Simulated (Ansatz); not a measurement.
# CH₅AlBFO: a ladder of functionals and wavefunction methods

One table from this session's results is given with a row withheld; the runs are named, their logs left out.

Computed with Ansatz 0.2.0, Gaussian basis. Level: functionals in def2-TZVPP, the program's frozen cores in correlated methods.

Plan: LDA (SPW92), PBE-D4, revPBE-D4, BLYP-D4, r2SCAN-D4, B97M-V, PBE0-D4, B3LYP-D4, r2SCANh-D4, r2SCAN0-D4, HSE06-D4, BHLYP-D4, CAM-B3LYP-D4, LC-ωPBE, ωB97X-V, ωB97M-V, B2PLYP, PBE-QIDH; CCSD(T)/def2-SVP; CCSD(T)/def2-TZVPP; MP2/def2-QZVPP; extrapolation to the limit; RPA on PBE.

## The relaxed structure

An earlier PBE0-D4 in a triple-zeta def2 set relaxation fixed the geometry.

SMILES `[CH3][Al]([F])[BH]O`, 10 atoms, charge 0, spin multiplicity 1.

Atoms are counted from 1 here; the program's logs count them from 0.

Bond lengths: C1–Al2 1.947 Å, C1–H6 1.093 Å, C1–H7 1.096 Å, C1–H8 1.094 Å, Al2–F3 1.663 Å, Al2–B4 2.150 Å, B4–O5 1.357 Å, B4–H9 1.209 Å, O5–H10 0.963 Å. Angles: Al2–C1–H6 111.8°, Al2–C1–H7 110.4°, Al2–C1–H8 112.1°, H6–C1–H7 106.9°, H6–C1–H8 108.4°, H7–C1–H8 107.0°, C1–Al2–F3 116.0°, C1–Al2–B4 128.2°, F3–Al2–B4 115.8°, Al2–B4–O5 117.8°, Al2–B4–H9 124.7°, O5–B4–H9 117.5°, B4–O5–H10 113.8°.

The first run:

in.yaml

```yaml
crystal:
  periodic: [false, false, false]
  atoms:
    - {symbol: C, position_ang: [0.383357, -1.813649, 0.632046]}
    - {symbol: Al, position_ang: [0.830680, -0.035317, -0.023639]}
    - {symbol: F, position_ang: [2.437406, 0.237243, -0.356654]}
    - {symbol: B, position_ang: [-0.484458, 1.637852, -0.331593]}
    - {symbol: O, position_ang: [-1.533925, 1.470042, -1.175519]}
    - {symbol: H, position_ang: [1.045418, -2.578569, 0.217112]}
    - {symbol: H, position_ang: [0.490833, -1.856411, 1.722070]}
    - {symbol: H, position_ang: [-0.649824, -2.088597, 0.402165]}
    - {symbol: H, position_ang: [-0.356531, 2.719732, 0.193629]}
    - {symbol: H, position_ang: [-2.079657, 2.256475, -1.276715]}
basis:
  gaussian: {orbitals: def2-TZVPP}
hamiltonian: {xc: lda}
output: {orbitals: {seedname: orbitals}}
```

Steps of the session up to this table: LDA; PBE-D4 (GGA); revPBE-D4 (GGA); BLYP-D4 (GGA); r2SCAN-D4 (meta-GGA); B97M-V (meta-GGA); PBE0-D4 (hybrid); B3LYP-D4 (hybrid); r2SCANh-D4 (hybrid); r2SCAN0-D4 (hybrid); HSE06-D4 (hybrid); BHLYP-D4 (hybrid); CAM-B3LYP-D4 (range-separated); LC-ωPBE (range-separated); ωB97X-V (range-separated); ωB97M-V (range-separated); B2PLYP (double hybrid); PBE-QIDH (double hybrid).

One table of the session follows, with a row left open; its other results are not shown here.

It belongs to the step «Orbital energies across the functionals». 

| functional | HOMO (eV) | LUMO (eV) | gap (eV) |
| --- | --- | --- | --- |
| LDA (SPW92) | -5.89 | -2.58 | 3.30 |
| PBE-D4 | -5.79 | -2.34 | 3.45 |
| revPBE-D4 | ? | ? | ? |
| BLYP-D4 | -5.69 | -2.19 | 3.51 |
| r2SCAN-D4 | -6.02 | -2.08 | 3.94 |
| B97M-V | -6.05 | -2.22 | 3.84 |
| PBE0-D4 | -7.02 | -1.45 | 5.56 |
| B3LYP-D4 | -6.83 | -1.66 | 5.18 |
| r2SCANh-D4 | -6.48 | -1.76 | 4.71 |
| r2SCAN0-D4 | -7.16 | -1.31 | 5.85 |
| HSE06-D4 | -6.61 | -1.83 | 4.79 |
| BHLYP-D4 | -8.18 | -0.56 | 7.62 |
| CAM-B3LYP-D4 | -8.38 | -0.41 | 7.97 |
| LC-ωPBE | -9.68 | 0.75 | 10.43 |
| ωB97X-V | -9.34 | 0.62 | 9.96 |
| ωB97M-V | -9.14 | 0.36 | 9.51 |

Estimate the missing values for revPBE-D4.

**Answer.** HOMO (eV): -5.74; LUMO (eV): -2.23; gap (eV): 3.51. In the column «HOMO (eV)» it lies between PBE-D4 (-5.79) and BLYP-D4 (-5.69).
